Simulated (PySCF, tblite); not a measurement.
# CH₉PSi₂: dynamics, then NMR shifts on frames, part 2 of 2

tblite 0.8.0 and PySCF 2.14.0. Atoms count from 0. Earlier steps stand in the parts before.

## 5. Shielding tensors: 625 fs, PBE0/pcSseg-1

What the job is given:

```
{"job": {"kind": "nmr", "xc": "PBE0", "basis": "pcSseg-1", "pop": false}, "charge": 0, "multiplicity": 1}
C     -2.687500    -1.147700     0.106700
Si    -0.811600    -1.567200    -0.304800
Si     0.682100     0.184400     0.008200
P      1.700800     0.551400     2.029400
H     -2.863400    -0.691600     1.041000
H     -3.063100    -2.123400     0.232100
H     -3.257800    -0.689900    -0.709700
H     -0.606900    -2.912700     0.217800
H     -0.467600    -2.001200    -1.790200
H      1.793300    -0.162200    -0.893900
H      0.028900     1.376900    -0.447500
H      0.859100     1.573700     2.516800
H      2.829900     1.269500     1.470900
```

With the program's defaults for keys left out, this is: GIAO PBE0/pcSseg-1 NMR shielding, non-relativistic, gas phase.

Output:

```text
coarse grid: 11544 points
cycle   1  E = -963.3153330618  dE = -1.618e-01  |g| = 3.234e-01  |ddm| = 3.057e+00
cycle   2  E = -963.3083672038  dE =  6.966e-03  |g| = 3.566e-01  |ddm| = 6.029e-01
cycle   3  E = -963.3428634862  dE = -3.450e-02  |g| = 3.040e-02  |ddm| = 3.408e-01
cycle   4  E = -963.3431391980  dE = -2.757e-04  |g| = 7.706e-03  |ddm| = 4.915e-02
cycle   5  E = -963.3431594938  dE = -2.030e-05  |g| = 2.272e-03  |ddm| = 1.584e-02
cycle   6  E = -963.3431609698  dE = -1.476e-06  |g| = 4.691e-04  |ddm| = 4.240e-03
final grid: 95336 points
cycle   7  E = -963.3654970342  dE = -1.558e-05  |g| = 4.630e-03  |ddm| = 1.655e-02
cycle   8  E = -963.3654947089  dE =  2.325e-06  |g| = 5.379e-03  |ddm| = 8.288e-03
cycle   9  E = -963.3655022696  dE = -7.561e-06  |g| = 3.127e-04  |ddm| = 4.775e-03
cycle  10  E = -963.3655022913  dE = -2.169e-08  |g| = 8.363e-05  |ddm| = 4.614e-04
cycle  11  E = -963.3655022933  dE = -2.057e-09  |g| = 1.938e-05  |ddm| = 1.587e-04
cycle  12  E = -963.3655022935  dE = -1.294e-10  |g| = 4.355e-06  |ddm| = 4.047e-05
converged SCF energy = -963.3655022935

GIAO shielding tensors (ppm)
atom      isotropic    diamagn.    paramagn.     s11        s22        s33       span
  0 C      198.296     248.213     -49.917    190.575    195.948    208.364     17.789
  1 Si     417.181     879.542    -462.361    358.283    388.061    505.199    146.916
  2 Si     435.112     881.451    -446.339    388.398    450.273    466.665     78.266
  3 P      581.918     966.653    -384.735    516.258    578.686    650.809    134.551
  4 H       32.444      31.264       1.180     27.481     30.485     39.366     11.885
  5 H       32.174      28.271       3.902     26.151     29.981     40.389     14.239
  6 H       31.167      28.643       2.524     26.366     27.863     39.272     12.906
  7 H       27.516      29.796      -2.281     24.113     25.895     32.539      8.426
  8 H       26.130      27.913      -1.783     22.942     24.696     30.753      7.811
  9 H       27.603      30.577      -2.974     22.907     26.963     32.941     10.034
 10 H       27.709      31.569      -3.860     23.206     26.877     33.045      9.838
 11 H       29.322      29.642      -0.321     24.264     26.980     36.720     12.456
 12 H       28.594      28.320       0.274     23.234     26.194     36.353     13.119
```

It took 14 s on 1 thread of Arm Neoverse N1, shared host; peak memory 0.68 GiB.

Key values: δ C0 -11.4, Si1 -68.0, Si2 -86.0, P3 -263.5, H8 5.59, H7 4.20 ppm.

## 6. Shielding tensors: 800 fs, PBE0/pcSseg-1

What the job is given:

```
{"job": {"kind": "nmr", "xc": "PBE0", "basis": "pcSseg-1", "pop": false}, "charge": 0, "multiplicity": 1}
C     -2.066400    -1.255100    -0.610000
Si    -0.201400    -1.547800    -0.412100
Si     0.772300     0.519900     0.296900
P      0.306400     0.826400     2.429000
H     -2.807300    -1.709300     0.096000
H     -2.386100    -1.444800    -1.549300
H     -2.176200    -0.141900    -0.581800
H      0.409100    -2.625200     0.325700
H      0.064000    -1.773000    -1.850400
H      2.260300     0.602900     0.011300
H      0.234200     1.591400    -0.512900
H      1.003500     2.084600     2.595000
H      1.401000     0.180500     2.989900
```

With the program's defaults for keys left out, this is: GIAO PBE0/pcSseg-1 NMR shielding, non-relativistic, gas phase.

Output:

```text
coarse grid: 11544 points
cycle   1  E = -963.3175274171  dE = -8.712e-02  |g| = 3.263e-01  |ddm| = 3.078e+00
cycle   2  E = -963.3090944778  dE =  8.433e-03  |g| = 3.657e-01  |ddm| = 6.083e-01
cycle   3  E = -963.3454385474  dE = -3.634e-02  |g| = 2.793e-02  |ddm| = 3.452e-01
cycle   4  E = -963.3456632436  dE = -2.247e-04  |g| = 6.546e-03  |ddm| = 4.132e-02
cycle   5  E = -963.3456748961  dE = -1.165e-05  |g| = 1.908e-03  |ddm| = 1.151e-02
cycle   6  E = -963.3456756782  dE = -7.821e-07  |g| = 3.378e-04  |ddm| = 3.127e-03
final grid: 95336 points
cycle   7  E = -963.3675549079  dE = -1.375e-05  |g| = 4.542e-03  |ddm| = 1.681e-02
cycle   8  E = -963.3675528506  dE =  2.057e-06  |g| = 5.250e-03  |ddm| = 8.379e-03
cycle   9  E = -963.3675599704  dE = -7.120e-06  |g| = 3.209e-04  |ddm| = 4.552e-03
cycle  10  E = -963.3675599929  dE = -2.248e-08  |g| = 8.244e-05  |ddm| = 4.749e-04
cycle  11  E = -963.3675599947  dE = -1.860e-09  |g| = 1.659e-05  |ddm| = 1.488e-04
cycle  12  E = -963.3675599948  dE = -9.072e-11  |g| = 3.293e-06  |ddm| = 3.523e-05
converged SCF energy = -963.3675599948

GIAO shielding tensors (ppm)
atom      isotropic    diamagn.    paramagn.     s11        s22        s33       span
  0 C      196.471     253.743     -57.272    190.262    197.844    201.306     11.043
  1 Si     428.752     880.319    -451.567    373.711    433.578    478.968    105.257
  2 Si     432.450     881.187    -448.737    405.223    432.123    460.005     54.782
  3 P      617.160     966.786    -349.626    528.025    606.357    717.097    189.073
  4 H       30.484      28.281       2.203     25.969     27.148     38.334     12.365
  5 H       33.137      32.299       0.838     27.639     30.182     41.590     13.951
  6 H       30.748      31.884      -1.137     24.974     30.779     36.490     11.516
  7 H       28.083      29.618      -1.535     24.574     26.108     33.566      8.992
  8 H       27.326      30.054      -2.728     23.161     26.024     32.795      9.634
  9 H       26.843      29.433      -2.590     22.644     25.011     32.874     10.230
 10 H       28.123      30.853      -2.731     24.698     26.307     33.362      8.664
 11 H       29.086      27.987       1.098     23.593     25.921     37.744     14.151
 12 H       30.287      29.759       0.528     25.080     27.295     38.485     13.405
```

It took 15 s on 1 thread of Arm Neoverse N1, shared host; peak memory 0.68 GiB.

This run: δ C0 -9.5, Si1 -79.6, Si2 -83.3, P3 -298.8, H9 4.87, H8 4.39 ppm.

## 7. Nuclear shieldings: 1000 fs, PBE0/pcSseg-1

What the job is given:

```
{"job": {"kind": "nmr", "xc": "PBE0", "basis": "pcSseg-1", "pop": false}, "charge": 0, "multiplicity": 1}
C     -1.953200    -1.088200    -1.055200
Si    -0.455700    -1.843100    -0.271100
Si     0.613600    -0.085800     0.788100
P      0.032900     0.766400     2.837300
H     -2.802400    -1.622700    -0.793500
H     -1.903800    -1.047500    -2.128500
H     -2.089800    -0.088900    -0.586600
H     -0.781300    -3.243500     0.394000
H      0.540700    -2.692800    -0.989100
H      2.088600    -0.271900     0.798400
H      0.761200     0.943200    -0.226700
H      0.936500     1.941800     2.805800
H      0.887900    -0.071400     3.400700
```

Level: GIAO PBE0/pcSseg-1 NMR shielding, non-relativistic, gas phase.

Output:

```text
coarse grid: 11544 points
cycle   1  E = -963.2964866586  dE = -5.724e-02  |g| = 3.263e-01  |ddm| = 3.081e+00
cycle   2  E = -963.2939468595  dE =  2.540e-03  |g| = 3.384e-01  |ddm| = 5.458e-01
cycle   3  E = -963.3239184562  dE = -2.997e-02  |g| = 3.224e-02  |ddm| = 3.067e-01
cycle   4  E = -963.3242433667  dE = -3.249e-04  |g| = 7.226e-03  |ddm| = 5.173e-02
cycle   5  E = -963.3242601964  dE = -1.683e-05  |g| = 2.164e-03  |ddm| = 1.373e-02
cycle   6  E = -963.3242616381  dE = -1.442e-06  |g| = 5.256e-04  |ddm| = 3.869e-03
final grid: 95336 points
cycle   7  E = -963.3461231728  dE = -1.575e-05  |g| = 4.734e-03  |ddm| = 1.721e-02
cycle   8  E = -963.3461211283  dE =  2.044e-06  |g| = 5.415e-03  |ddm| = 8.170e-03
cycle   9  E = -963.3461286731  dE = -7.545e-06  |g| = 2.756e-04  |ddm| = 4.586e-03
cycle  10  E = -963.3461286919  dE = -1.876e-08  |g| = 7.926e-05  |ddm| = 4.760e-04
cycle  11  E = -963.3461286936  dE = -1.711e-09  |g| = 1.602e-05  |ddm| = 1.367e-04
cycle  12  E = -963.3461286937  dE = -7.026e-11  |g| = 3.886e-06  |ddm| = 3.297e-05
converged SCF energy = -963.3461286937

GIAO shielding tensors (ppm)
atom      isotropic    diamagn.    paramagn.     s11        s22        s33       span
  0 C      199.978     253.623     -53.645    188.202    199.093    212.640     24.437
  1 Si     431.574     879.331    -447.757    329.109    404.674    560.939    231.830
  2 Si     446.897     881.496    -434.599    407.784    424.281    508.626    100.842
  3 P      602.819     966.332    -363.513    530.671    568.466    709.320    178.649
  4 H       32.491      30.022       2.469     26.985     29.475     41.012     14.027
  5 H       31.328      29.881       1.447     26.231     27.978     39.775     13.544
  6 H       31.006      31.429      -0.423     25.068     30.906     37.043     11.975
  7 H       25.845      27.015      -1.170     23.261     23.991     30.281      7.020
  8 H       26.561      28.617      -2.056     23.790     24.296     31.596      7.806
  9 H       27.290      30.413      -3.123     22.441     26.100     33.330     10.889
 10 H       27.871      31.379      -3.508     24.021     26.689     32.903      8.882
 11 H       28.545      27.681       0.864     23.360     25.464     36.812     13.453
 12 H       31.096      30.686       0.410     25.324     28.891     39.074     13.750
```

Wall time 15 s (1 thread of Arm Neoverse N1, shared host); peak memory 0.69 GiB.

In short: δ C0 -13.1, Si1 -82.4, Si2 -97.7, P3 -284.4, H7 5.87, H8 5.16 ppm.

## 8. Comparing the runs: NMR shifts

Shifts (ppm) of some atoms, chosen among heavy atoms and hydrogens apart, with basis size and wall time:

| frame | C0 | H10 | H12 | H5 | Si1 | Si2 | P3 | functions | time |
| --- | --- | --- | --- | --- | --- | --- | --- | --- | --- |
| 250 fs | -9.7 | 5.51 | 1.91 | 1.88 | -73.6 | -82.3 | -314.8 | 134 | 15 s |
| 425 fs | 3.6 | 6.70 | 1.58 | 1.45 | -42.9 | -74.4 | -268.3 | 134 | 14 s |
| 625 fs | -11.4 | 4.01 | 3.12 | -0.46 | -68.0 | -86.0 | -263.5 | 134 | 14 s |
| 800 fs | -9.5 | 3.59 | 1.43 | -1.42 | -79.6 | -83.3 | -298.8 | 134 | 15 s |
| 1000 fs | -13.1 | 3.85 | 0.62 | 0.39 | -82.4 | -97.7 | -284.4 | 134 | 15 s |

## 9. What came out

The summary covers parts 1 to 2.

| quantity | value |
| --- | --- |
| thermostat | 600 K |
| mean temperature, second half | 515 K |
| mean potential energy above the minimum | 0.73 eV |
| 13C shifts against TMS (PBE0/pcSseg-1, 250 fs) | -9.7 ppm |
| 1H shifts against TMS (PBE0/pcSseg-1, 250 fs) | 5.51, 4.62, 3.69, 3.69, 1.91, 1.88, 1.58, 1.57, -0.54 ppm |
| 29Si shifts against TMS (PBE0/pcSseg-1, 250 fs) | -73.6, -82.3 ppm |
| 31P shifts against H3PO4 (PBE0/pcSseg-1, 250 fs) | -314.8 ppm |
| range of the shift of P3 | -314.8 to -263.5 ppm |

In words: In the second half the potential energy averages 0.73 eV above the minimum; equipartition over 33 harmonic modes at 600 K would give 0.85 eV. With 13 atoms the temperature swings widely (325 to 720 K). Shifts at one fixed geometry are not the observed spectrum, which averages over the motion. In the first frame run (250 fs): The widest tensor belongs to P3: span 183 ppm, with a paramagnetic part of -333 ppm. Across the 5 runs the shift of P3 moves most, between -314.8 (250 fs) and -263.5 ppm (625 fs).
